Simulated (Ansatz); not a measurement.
**CH₆OSSi: a ladder of functionals and wavefunction methods**

The task here is to estimate one member of a computed series from the others.

Method: functionals in def2-TZVPP, the program's frozen cores in correlated methods; program: Ansatz 0.2.0, Gaussian basis.

Levels to be run: LDA (SPW92), PBE-D4, revPBE-D4, BLYP-D4, r2SCAN-D4, B97M-V, PBE0-D4, B3LYP-D4, r2SCANh-D4, r2SCAN0-D4, HSE06-D4, BHLYP-D4, CAM-B3LYP-D4, LC-ωPBE, ωB97X-V, ωB97M-V, B2PLYP, PBE-QIDH; CCSD(T)/def2-SVP; CCSD(T)/def2-TZVPP; MP2/def2-QZVPP; extrapolation to the limit; RPA on PBE.

## The geometry

All runs share one geometry, relaxed beforehand with PBE0-D4 in a triple-zeta def2 set.

SMILES `C[SiH](O)S`, 10 atoms, charge 0, spin multiplicity 1.

Atoms are counted from 1 here; the program's logs count them from 0.

Bond lengths: C1–Si2 1.852 Å, C1–H5 1.092 Å, C1–H6 1.093 Å, C1–H7 1.092 Å, Si2–O3 1.646 Å, Si2–S4 2.141 Å, Si2–H8 1.487 Å, O3–H9 0.959 Å, S4–H10 1.344 Å. Angles: Si2–C1–H5 110.6°, Si2–C1–H6 110.2°, Si2–C1–H7 110.7°, H5–C1–H6 108.7°, H5–C1–H7 108.5°, H6–C1–H7 108.1°, C1–Si2–O3 105.8°, C1–Si2–S4 113.0°, C1–Si2–H8 112.4°, O3–Si2–S4 112.0°, O3–Si2–H8 111.7°, S4–Si2–H8 102.1°, Si2–O3–H9 116.8°, Si2–S4–H10 94.6°.

Set-up of the first run:

Input file in.yaml:

```yaml
crystal:
  periodic: [false, false, false]
  atoms:
    - {symbol: C, position_ang: [-0.953409, 0.912915, -0.368439]}
    - {symbol: Si, position_ang: [-0.031711, -0.579071, 0.226523]}
    - {symbol: O, position_ang: [0.661082, -0.139145, 1.653423]}
    - {symbol: S, position_ang: [1.417168, -1.286259, -1.182570]}
    - {symbol: H, position_ang: [-1.481660, 0.692266, -1.297872]}
    - {symbol: H, position_ang: [-1.681638, 1.230231, 0.382151]}
    - {symbol: H, position_ang: [-0.267473, 1.743848, -0.548651]}
    - {symbol: H, position_ang: [-0.914792, -1.764534, 0.386845]}
    - {symbol: H, position_ang: [1.285072, -0.756357, 2.039201]}
    - {symbol: H, position_ang: [2.050562, -0.104994, -1.287811]}
basis:
  gaussian: {orbitals: def2-TZVPP}
hamiltonian: {xc: lda}
output: {orbitals: {seedname: orbitals}}
```

Launch:

```bash
$ ansatz run in.yaml --threads 2 --pin off --events-out ev --progress --plain --max-ram 4352MiB
```

Steps of the session up to this table: LDA; PBE-D4 (GGA); revPBE-D4 (GGA); BLYP-D4 (GGA); r2SCAN-D4 (meta-GGA); B97M-V (meta-GGA); B3LYP-D4 (hybrid); r2SCANh-D4 (hybrid); r2SCAN0-D4 (hybrid); HSE06-D4 (hybrid); BHLYP-D4 (hybrid); CAM-B3LYP-D4 (range-separated); LC-ωPBE (range-separated); ωB97X-V (range-separated); ωB97M-V (range-separated); B2PLYP (double hybrid); PBE-QIDH (double hybrid).

One table of the session follows, with a row left open; its other results are not shown here.

It belongs to the step «Orbital energies across the functionals». 

```
  functional  HOMO (eV)  LUMO (eV)  gap (eV)
 LDA (SPW92)      -6.36      -0.53      5.84
      PBE-D4      -6.23      -0.36      5.88
   revPBE-D4      -6.18      -0.28      5.90
     BLYP-D4      -6.07      -0.31      5.76
   r2SCAN-D4          ?          ?         ?
      B97M-V      -6.62      -0.17      6.45
     PBE0-D4      -7.49       0.55      8.04
    B3LYP-D4      -7.23       0.24      7.48
  r2SCANh-D4      -6.99       0.36      7.35
  r2SCAN0-D4      -7.68       0.83      8.51
    HSE06-D4      -7.08       0.17      7.26
    BHLYP-D4      -8.59       1.31      9.90
CAM-B3LYP-D4      -8.82       1.44     10.27
     LC-ωPBE     -10.25       2.73     12.98
     ωB97X-V      -9.87       2.54     12.41
     ωB97M-V      -9.71       2.17     11.87
```

Q: Estimate the row for r2SCAN-D4 from the others.

Worked estimate for «HOMO (eV)». Against the share of exact exchange, r2SCANh-D4 (0.1, -6.99), r2SCAN0-D4 (0.25, -7.68) give a slope of -4.60 per unit share; at 0 the line stands at -6.53.

**Answer.** HOMO (eV): -6.53; LUMO (eV): 0.04; gap (eV): 6.56. In «HOMO (eV)» the line misses by 0.00.
